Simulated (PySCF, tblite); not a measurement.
# C4H6BO2 radical: geometry, infrared bands and EPR parameters

Aim: predict the infrared bands and EPR parameters of C4H6BO2 radical (`[H]/[C]=C\[C@@H]1COBO1`).

Programs: tblite 0.8.0 and PySCF 2.14.0, with density-fitted response routines of our own. Each step states its level of theory. These are calculated values for one molecule in the gas phase, unless marked as measured. Atoms count from 0, in the outputs and in this text.

### Step 1. The molecule as given

13 atoms, charge 0, multiplicity 2; geometry from: force field or distance geometry start.

Bonds of the start (Å): C0–C1 1.35, C1–C2 1.50, C2–C3 1.54, C3–O4 1.40, O4–B5 1.46, B5–O6 1.46, O6–C2 1.41, C0–H7 1.09, C1–H8 1.08, C2–H9 1.12, C3–H10 1.12, C3–H11 1.11, B5–H12 1.18.

### Step 2. Relaxing the molecule with GFN2-xTB

The job: settings as JSON, then the geometry in Å.

```
{"job": {"kind": "relax", "xc": "GFN2-xTB", "basis": "xTB"}, "charge": 0, "multiplicity": 2}
C      2.525800     0.211200    -0.037600
C      1.435100    -0.096600    -0.769100
C      0.067800     0.340000    -0.347800
C     -0.426300    -0.362800     0.925400
O     -1.649800    -0.995800     0.664500
B     -2.015600    -0.353100    -0.595400
O     -0.850900     0.045000    -1.376100
H      2.439700     0.796400     0.883200
H      1.580000    -0.672100    -1.673600
H      0.066300     1.446800    -0.190100
H      0.293500    -1.145200     1.276400
H     -0.563000     0.362000     1.760300
H     -2.907100     0.424600    -0.537800
```

On the command line:

```sh
$ OMP_NUM_THREADS=1 python probes_run.py task.json out
```

The driver reads the jobs from task.json and runs them one after another.

Standard output:

```text
step      E/eV     max force
  0    -568.22134    3.844
  1    -568.59716    3.086
  2    -568.77071    1.382
  3    -568.86202    1.353
  4    -569.08150    1.426
  5    -569.19665    0.881
  6    -569.28317    0.861
  7    -569.36746    0.802
  8    -569.49971    1.004
  9    -569.58616    0.934
 10    -569.66917    0.716
 11    -569.71888    0.552
 12    -569.75517    0.527
 13    -569.78822    0.543
 14    -569.82140    0.403
 15    -569.84463    0.361
 16    -569.85431    0.486
 17    -569.86720    0.290
 18    -569.87647    0.269
 19    -569.88695    0.253
 20    -569.89468    0.294
 21    -569.90271    0.238
 22    -569.90753    0.167
 23    -569.90996    0.133
 24    -569.91169    0.141
 25    -569.91395    0.148
 26    -569.91675    0.230
 27    -569.92007    0.209
 28    -569.92329    0.209
 29    -569.92630    0.185
 30    -569.92946    0.175
 31    -569.93326    0.226
 32    -569.93716    0.180
 33    -569.94045    0.157
 34    -569.94341    0.167
 35    -569.94642    0.160
 36    -569.94924    0.146
 37    -569.95125    0.117
 38    -569.95255    0.087
 39    -569.95355    0.126
 40    -569.95465    0.121
 41    -569.95593    0.104
 42    -569.95709    0.119
 43    -569.95844    0.123
 44    -569.96014    0.174
 45    -569.96201    0.157
 46    -569.96374    0.103
 47    -569.96502    0.092
 48    -569.96570    0.083
 49    -569.96611    0.059
 50    -569.96647    0.038
 51    -569.96681    0.038
 52    -569.96701    0.045
 53    -569.96719    0.038
 54    -569.96734    0.041
 55    -569.96751    0.036
 56    -569.96769    0.039
 57    -569.96787    0.043
 58    -569.96802    0.029
 59    -569.96815    0.028
 60    -569.96826    0.033
 61    -569.96835    0.028
 62    -569.96841    0.020
 63    -569.96845    0.015
 64    -569.96847    0.013
 65    -569.96849    0.011
 66    -569.96851    0.011
 67    -569.96853    0.012
 68    -569.96857    0.017
 69    -569.96862    0.025
 70    -569.96869    0.026
 71    -569.96877    0.027
 72    -569.96887    0.031
 73    -569.96905    0.042
 74    -569.96934    0.057
 75    -569.96980    0.081
 76    -569.97049    0.098
 77    -569.97156    0.107
 78    -569.97314    0.125
 79    -569.97521    0.122
 80    -569.97662    0.185
 81    -569.96627    0.369
 82    -569.97877    0.106
 83    -569.97940    0.061
 84    -569.98017    0.077
 85    -569.98137    0.126
 86    -569.98203    0.125
 87    -569.98272    0.103
 88    -569.98345    0.062
 89    -569.98365    0.137
 90    -569.98381    0.082
 91    -569.98407    0.023
 92    -569.98415    0.023
 93    -569.98420    0.015
 94    -569.98422    0.007
```

Run time: 0.32 s. Hardware: 1 thread of Intel Xeon 6975P-C, shared host.

Step by step: (not every step is listed)

```
step  energy from step 0 (eV)  largest force (eV/Å)
   0                   0.0000                3.8442
   1                  -0.3758                3.0862
   2                  -0.5494                1.3820
   3                  -0.6407                1.3532
   4                  -0.8602                1.4263
   5                  -0.9753                0.8807
   6                  -1.0618                0.8610
   7                  -1.1461                0.8018
   8                  -1.2784                1.0041
  16                  -1.6330                0.4862
  24                  -1.6903                0.1407
  32                  -1.7158                0.1797
  40                  -1.7333                0.1206
  48                  -1.7444                0.0829
  56                  -1.7463                0.0392
  64                  -1.7471                0.0135
  72                  -1.7475                0.0313
  80                  -1.7553                0.1853
  88                  -1.7621                0.0617
  89                  -1.7623                0.1373
  90                  -1.7625                0.0822
  91                  -1.7627                0.0226
  92                  -1.7628                0.0233
  93                  -1.7629                0.0152
  94                  -1.7629                0.0073
```

Distances of close pairs at the start and the end, largest changes first:

```
  bond  before (Å)  after (Å)  change (Å)
 O4–B5       1.461      1.356      -0.105
 B5–O6       1.458      1.359      -0.099
 C0–C1       1.349      1.287      -0.062
 C1–C2       1.496      1.537      +0.041
 C0–H7       1.094      1.065      -0.030
C3–H10       1.120      1.094      -0.025
B5–H12       1.184      1.160      -0.025
 C2–H9       1.118      1.094      -0.024
```

The final coordinates are the input of the step that follows.

### Step 3. Harmonic vibrations with GFN2-xTB

The job: settings as JSON, then the geometry in Å.

```
{"job": {"kind": "ir", "xc": "GFN2-xTB", "basis": "xTB"}, "charge": 0, "multiplicity": 2}
C      2.588017     0.241268    -0.430193
C      1.380287    -0.184112    -0.560911
C      0.115779     0.504584    -0.024670
C     -0.560921    -0.357275     1.074359
O     -1.794930    -0.752248     0.514200
B     -1.922882    -0.174260    -0.706134
O     -0.853810     0.592992    -1.044088
H      3.110925     1.062181     0.001263
H      1.145668    -1.103098    -1.085267
H      0.363445     1.513069     0.320504
H      0.024484    -1.247856     1.323362
H     -0.749284     0.215719     1.987596
H     -2.851165    -0.310478    -1.387750
```

Standard output:

```text
mode    cm-1     km/mol
  1      60.1      0.30
  2      92.7      2.06
  3     281.1      1.40
  4     324.8      2.67
  5     356.5      4.75
  6     451.4     15.57
  7     625.4      5.52
  8     694.3     56.80
  9     745.1     25.94
 10     760.9     29.33
 11     770.3     70.57
 12     862.2      5.94
 13     891.8      0.77
 14     921.5     22.69
 15     989.8      9.39
 16    1005.7     30.57
 17    1032.6      7.41
 18    1056.7     31.45
 19    1135.8    202.04
 20    1155.6    279.68
 21    1157.3      7.78
 22    1197.3      2.28
 23    1234.4     76.65
 24    1267.0      9.05
 25    1293.5     62.92
 26    1467.0      2.25
 27    1722.6      3.11
 28    2748.3    106.73
 29    2920.2      6.39
 30    2929.8     59.84
 31    2945.0     27.12
 32    3012.4     12.66
 33    3197.2     14.89
```

It took 0.22 s on 1 thread of Intel Xeon 6975P-C, shared host.

The strongest bands and the atoms that carry them (share of the mass-weighted mode):

```
cm⁻¹  km/mol                        atoms
 694    56.8    H7 41 %, C2 16 %, C0 12 %
 770    70.6            H12 65 %, B5 30 %
1136   202.0    B5 34 %, O6 26 %, O4 15 %
1156   279.7             B5 45 %, O4 19 %
1234    76.7             H9 63 %, C2 13 %
1294    62.9  H10 28 %, H11 28 %, C3 12 %
2748   106.7                     H12 91 %
2930    59.8  H9 58 %, H10 20 %, H11 14 %
```

### Step 4. g tensor and hyperfine couplings: B3LYP/pcH-1

Same as in step 3 but for these lines:

```diff
@@ -1,2 +1,2 @@
-{"job": {"kind": "ir", "xc": "GFN2-xTB", "basis": "xTB"}, "charge": 0, "multiplicity": 2}
+{"job": {"kind": "epr", "basis": "pcH-1"}, "charge": 0, "multiplicity": 2}
 C      2.588017     0.241268    -0.430193
```

Level: UKS B3LYP, pcH-1 on B C H O, non-relativistic, mean-field spin-orbit, GIAO.

Standard output:

```text
UKS, coarse grid
  cycle   1  E = -331.19599762  |g| = 6.15e-01
  cycle   2  E = -331.01747477  |g| = 9.52e-01
  cycle   3  E = -331.32853671  |g| = 6.91e-02
  cycle   4  E = -331.33038505  |g| = 2.77e-02
  cycle   5  E = -331.33081393  |g| = 7.40e-03
  cycle   6  E = -331.33085819  |g| = 3.28e-03
  cycle   7  E = -331.33087182  |g| = 2.35e-03
  cycle   8  E = -331.33087990  |g| = 1.16e-03
  cycle   9  E = -331.33088207  |g| = 5.35e-04
UKS, final grid
  cycle   1  E = -331.33087320  |g| = 6.50e-04
  cycle   2  E = -331.33087307  |g| = 1.04e-03
  cycle   3  E = -331.33087349  |g| = 1.56e-04
  cycle   4  E = -331.33087352  |g| = 9.58e-05
  cycle   5  E = -331.33087355  |g| = 2.87e-05
  cycle   6  E = -331.33087355  |g| = 1.02e-05
E = -331.33087355 Eh   <S^2> = 0.7589 (exact 0.7500)
g shifts (ppm)      1          2          3
  rmc          -150       -150       -150
  gc             34          6        -33
  oz_so        -319        -13        551
  total        -434       -156        368
hyperfine (MHz)  atom isotope    a_iso     a_fc   dipolar eigenvalues
    0   13C     315.73     315.73    -81.67    -60.15    141.82
    1   13C     -20.70     -20.70    -19.07      2.08     17.00
    2   13C      96.17      96.17     -8.89     -8.37     17.26
    3   13C      -3.93      -3.93     -0.63     -0.36      0.99
    4   17O      -0.20      -0.20     -1.02      0.44      0.58
    5   11B       2.43       2.43     -0.43     -0.21      0.64
    6   17O      -1.53      -1.53     -2.31      0.80      1.51
    7    1H      33.25      33.25    -32.58     -6.74     39.32
    8    1H     114.93     114.93     -6.17     -5.31     11.48
    9    1H      -7.11      -7.11     -6.05     -1.15      7.20
   10    1H       1.52       1.52     -1.46     -1.35      2.82
   11    1H       4.00       4.00     -1.03     -0.95      1.98
   12    1H      -0.25      -0.25     -0.55     -0.48      1.03
```

Run time: 30 s. Hardware: 1 thread of Intel Xeon 6975P-C, shared host; peak memory 0.86 GiB.

Principal g values 2.00189, 2.00216, 2.00269; g(iso) = 2.00225, against 2.00232 for a free electron.

Hyperfine couplings, nucleus by nucleus at this fixed geometry (no averaging over rotations):

```
nuclei  isotope  a(iso) (MHz)  a(iso) (G, at g = 2.0023)  largest dipolar term (MHz)
    C0      13C         315.7                      112.7                       141.8
    H8       1H         114.9                       41.0                        11.5
    C2      13C          96.2                       34.3                        17.3
    H7       1H          33.2                       11.9                        39.3
    C1      13C         -20.7                       -7.4                       -19.1
    H9       1H          -7.1                       -2.5                         7.2
   H11       1H           4.0                        1.4                         2.0
    C3      13C          -3.9                       -1.4                         1.0
    B5      11B           2.4                        0.9                         0.6
    O6      17O          -1.5                       -0.5                        -2.3
   H10       1H           1.5                        0.5                         2.8
   H12       1H          -0.3                       -0.1                         1.0
    O4      17O          -0.2                       -0.1                        -1.0
```

Mulliken spin populations:

C0 1.03; C1 -0.17; C2 0.08; C3 0.00; O4 0.00; B5 0.00; O6 0.00; H7 0.00; H8 0.05; H9 0.00; H10 0.00; H11 0.00; H12 0.00

In first order the couplings over 0.8 MHz of 1H, 11B give 128 distinct lines over 60.0 G.

Orbitals, density, ELF and potential are computed afterwards from the orbital file.

ELF in a plane through or near 6 of the atoms.

Values, 10 rows by 14 columns:
```
0.00 0.00 0.00 0.00 0.00 0.00 0.00 0.00 0.00 0.00 0.00 0.00 0.00 0.00
0.00 0.00 0.00 0.00 0.00 0.00 0.00 0.01 0.03 0.00 0.00 0.00 0.00 0.00
0.00 0.00 0.00 0.00 0.00 0.00 0.03 0.33 0.65 0.02 0.00 0.00 0.00 0.00
0.00 0.00 0.00 0.03 0.10 0.01 0.13 0.60 0.63 0.26 0.46 0.01 0.00 0.00
0.00 0.00 0.13 0.50 0.50 0.30 0.26 0.73 0.61 0.54 0.74 0.04 0.00 0.00
0.00 0.01 0.40 0.86 0.16 0.32 0.90 0.40 0.13 0.40 0.26 0.12 0.02 0.00
0.00 0.00 0.32 0.77 0.81 0.70 0.26 0.29 0.78 0.17 1.00 1.00 0.21 0.00
0.00 0.00 0.03 0.31 0.43 0.32 0.01 0.21 0.24 0.16 1.00 0.98 0.03 0.00
0.00 0.00 0.00 0.00 0.01 0.01 0.00 0.00 0.00 0.01 0.19 0.03 0.00 0.00
0.00 0.00 0.00 0.00 0.00 0.00 0.00 0.00 0.00 0.00 0.00 0.00 0.00 0.00
```
The map spans 11.7 Å across and 9.1 Å up, centred on the molecule. Atoms in the plane (x, y in Å): C0 (-2.6, -0.4), C1 (-1.3, -0.5), C3 (0.6, 1.1), O4 (1.9, 0.6), B5 (1.9, -0.7), H12 (2.9, -1.4).

On the surface of density 0.002 e/bohr³ the electrostatic potential runs, from the 1st to the 99th percentile, from -1.28 V near O6 to 1.33 V near H7.

The spin density lies nearest to C0 71 %; H7 9 %; C1 8 % (beta excess).

### Step 5. Summary of results

| quantity | value |
| --- | --- |
| strongest single infrared mode (GFN2-xTB) | 1156 cm⁻¹, 280 km/mol |
| zero-point energy (GFN2-xTB) | 59.0 kcal/mol |
| g(iso) (B3LYP) | 2.00225 |
| ⟨S²⟩ | 0.759 (exact 0.75) |
| largest a(iso) | 13C on C0, 315.7 MHz |
| surface potential, 1st and 99th percentile | -1.28 V and 1.33 V |

Over 94 steps the energy fell by 1.763 eV; of the close pairs, O4–B5 changed most, 1.461 to 1.356 Å. No mode is imaginary among the 33: a minimum at this level. Unscaled tight-binding wavenumbers are off by several per cent, some by more. Its intensities can rank the bands wrongly. Most of the unpaired spin sits on C0 (1.03 e). The isotropic g lies 0.1 ppt below the free-electron value.
